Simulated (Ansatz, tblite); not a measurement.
# The cluster Ag4H4: a ladder of methods and basis sets

An exercise on one series of results from a longer session: the logs are not shown, and one member is left open.

Method: as each input shows; program: Ansatz 0.2.0, Gaussian basis.

Plan: GFN1-xTB, GFN2-xTB, PBE-D4/def2-TZVP, r2SCAN-D4/def2-TZVP, B2PLYP/def2-TZVP, B97M-V/def2-TZVP, BLYP-D4/def2-TZVP, LDA/def2-TZVP, PBE-QIDH/def2-TZVP, ωB97X-V/def2-TZVP, ωB97M-V/def2-TZVP, PBE-D4/def2-SVP, PBE0-D4/def2-SVP, PBE0-D4/def2-TZVPD, PBE-D4/def2-TZVPD, r2SCAN-D4/def2-TZVPD, CCSD(T)/def2-SVP, MP2/def2-TZVP, RPA/def2-TZVP.

1 further run of the same task is left out (set aside as unsound or not needed). Runs told in other sessions of the task aren't counted.

**The structure**

The geometry is that of the singlet, from an earlier relaxation (r2SCAN-D4/def2-SVP). At that level it is the lowest of the isomers that a small search found.

8 atoms, charge 0, spin multiplicity 1.

Bond lengths: Ag1–Ag2 2.688 Å, Ag1–Ag3 2.688 Å, Ag1–H5 1.782 Å, Ag1–H8 1.782 Å, Ag2–Ag4 2.688 Å, Ag2–H7 1.782 Å, Ag2–H8 1.782 Å, Ag3–Ag4 2.688 Å, Ag3–H5 1.782 Å, Ag3–H6 1.782 Å, Ag4–H6 1.782 Å, Ag4–H7 1.782 Å. Angles: Ag2–Ag1–Ag3 90.0°, Ag2–Ag1–H5 131.1°, Ag2–Ag1–H8 41.1°, Ag3–Ag1–H5 41.1°, Ag3–Ag1–H8 131.1°, H5–Ag1–H8 172.1°, Ag1–Ag2–Ag4 90.0°, Ag1–Ag2–H7 131.1°, Ag1–Ag2–H8 41.1°, Ag4–Ag2–H7 41.1°, Ag4–Ag2–H8 131.1°, H7–Ag2–H8 172.1°, Ag1–Ag3–Ag4 90.0°, Ag1–Ag3–H5 41.1°, Ag1–Ag3–H6 131.1°, Ag4–Ag3–H5 131.1°, Ag4–Ag3–H6 41.1°, H5–Ag3–H6 172.1° and more.

Ag takes a core potential in the def2 sets. No spin-orbit coupling is included.

PBE0-D4/def2-TZVP was run before; its log isn't repeated, and its numbers join the tables.

The first run:

Tight binding, by tblite at 300 K electronic temperature and without a spin-polarisation term:

```python
tblite.interface.Calculator('GFN1-xTB', numbers, positions, charge=0, uhf=0).singlepoint()
```

Tight binding, by tblite at 300 K electronic temperature and without a spin-polarisation term:

```python
tblite.interface.Calculator('GFN2-xTB', numbers, positions, charge=0, uhf=0).singlepoint()
```

start.molden holds the orbitals of an earlier run on this state, given as this run's starting guess.

Input file in.yaml:

```yaml
crystal:
  periodic: [false, false, false]
  atoms:
    - {symbol: Ag, position_ang: [-0.158499, -1.890343, -0.121578]}
    - {symbol: Ag, position_ang: [-1.894084, 0.159799, -0.015195]}
    - {symbol: Ag, position_ang: [1.894093, -0.159804, 0.015213]}
    - {symbol: Ag, position_ang: [0.158524, 1.890337, 0.121592]}
    - {symbol: H, position_ang: [1.623560, -1.917659, -0.101674]}
    - {symbol: H, position_ang: [1.920053, 1.618707, 0.130222]}
    - {symbol: H, position_ang: [-1.623522, 1.917904, 0.097219]}
    - {symbol: H, position_ang: [-1.920136, -1.618941, -0.125799]}
basis:
  gaussian: {orbitals: def2-TZVP, initial_orbitals: start.molden}
hamiltonian: {xc: pbe, dispersion: d4}
scf: {omitted_lower_state_checks: [starts]}
output: {orbitals: {seedname: orbitals}}
```

Launch:

```
$ ansatz run in.yaml --threads 4 --pin off --events-out ev --progress --plain --max-ram 3916MiB
```

Among the steps run: PBE-D4/def2-TZVP; r2SCAN-D4/def2-TZVP; B2PLYP/def2-TZVP; B97M-V/def2-TZVP; BLYP-D4/def2-TZVP; LDA/def2-TZVP; PBE-QIDH/def2-TZVP; ωB97X-V/def2-TZVP; ωB97M-V/def2-TZVP; PBE-D4/def2-SVP; PBE0-D4/def2-SVP; PBE0-D4/def2-TZVPD; PBE-D4/def2-TZVPD; r2SCAN-D4/def2-TZVPD; CCSD(T)/def2-SVP; MP2/def2-TZVP; RPA/def2-TZVP.

One table of the session follows, with a row left open; its other results are not shown here.

```
               level  HOMO (eV)  LUMO (eV)  gap (eV)
       LDA/def2-TZVP      -6.55      -2.99      3.56
     PBE-D4/def2-SVP      -6.24      -2.56      3.68
    PBE-D4/def2-TZVP      -6.26      -2.61      3.65
   PBE-D4/def2-TZVPD      -6.26      -2.61      3.65
   BLYP-D4/def2-TZVP      -6.17      -2.59      3.59
 r2SCAN-D4/def2-TZVP      -6.38      -2.31      4.07
r2SCAN-D4/def2-TZVPD          ?          ?         ?
    B97M-V/def2-TZVP      -6.40      -2.38      4.02
    PBE0-D4/def2-SVP      -7.29      -1.62      5.67
   PBE0-D4/def2-TZVP      -7.30      -1.65      5.64
  PBE0-D4/def2-TZVPD      -7.30      -1.65      5.64
   ωB97X-V/def2-TZVP      -9.49       0.22      9.71
   ωB97M-V/def2-TZVP      -9.46      -0.08      9.38
```

Estimate the missing values for r2SCAN-D4/def2-TZVPD.

**Answer.** HOMO (eV): -6.39; LUMO (eV): -2.32; gap (eV): 4.07. In the column «HOMO (eV)» it lies between B97M-V/def2-TZVP (-6.40) and r2SCAN-D4/def2-TZVP (-6.38).
